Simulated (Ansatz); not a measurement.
The system is CS2.

```
CELL_PARAMETERS angstrom
3.64579 -2.99431 0.00000
3.64579 2.99431 0.00000
0.00000 0.00000 9.85126
ATOMIC_POSITIONS crystal
S 0.18152 0.81848 0.88687
S 0.31848 0.68152 0.38687
S 0.68152 0.31848 0.61313
S 0.81848 0.18152 0.11313
C 0.50000 0.50000 0.50000
C 0.00000 0.00000 0.00000
```

The cell comes from a database or a generator and needn't be the stable form of this composition.

| Quantity | Value |
| --- | --- |
| Program | Ansatz 0.2.0 |
| Task | single point |
| Functional | PBEsol |
| Potentials or basis | Ansatz PAW |
| Cutoff | 420 eV (not typed: the program's choice for these potentials) |
| k mesh | 6 × 6 × 3 |
| Occupations | fermi-dirac, width 0.05 eV |
| Spin | no spin polarisation |

On this cell: pressure -0.1 GPa; largest force 0.085 eV/Å; band gap on the k mesh 3.41 eV, direct.

The same run follows on a disturbed copy (atoms moved at random, drawn with an rms of 0.05 Å):

```xyz
6
Lattice="3.6458 -2.9943 0.0000 3.6458 2.9943 0.0000 0.0000 0.0000 9.8513" Properties=species:S:1:pos:R:3 pbc="T T T"
S     3.6152    1.9304    8.7446
S     3.6531    1.0922    3.8061
S     3.6132   -1.0785    6.0593
S     3.6167   -1.9911    1.1026
C     3.6247    0.0132    4.9663
C    -0.0037   -0.0626    0.0087
```

Question: What changes?

Answer: The energy moves by +25.7 meV/atom; pressure 1.6 GPa; largest force 3.541 eV/Å; band gap on the k mesh 3.44 eV, direct.

Forces in eV/Å, atoms in the order of the input:
```
S    0.024 -2.443 -2.563
S   -0.045 -0.712  0.880
S   -0.026 -0.364  0.471
S    0.055  1.242  1.425
C    0.071  1.075 -1.352
C   -0.079  1.201  1.139
```

Stress tensor (GPa, compression positive):
```
-0.19  0.01  0.04
 0.01  2.35  3.37
 0.04  3.37  2.74
```

Caveats: odd divisions of the mesh miss points on the zone boundary, where band edges often lie, so the gap on the mesh can be too wide; the PAW data sets come from PBE, with cores solved anew for the run's functional, which leaves a small shift of forces and pressure.

A k mesh can miss the band edges.
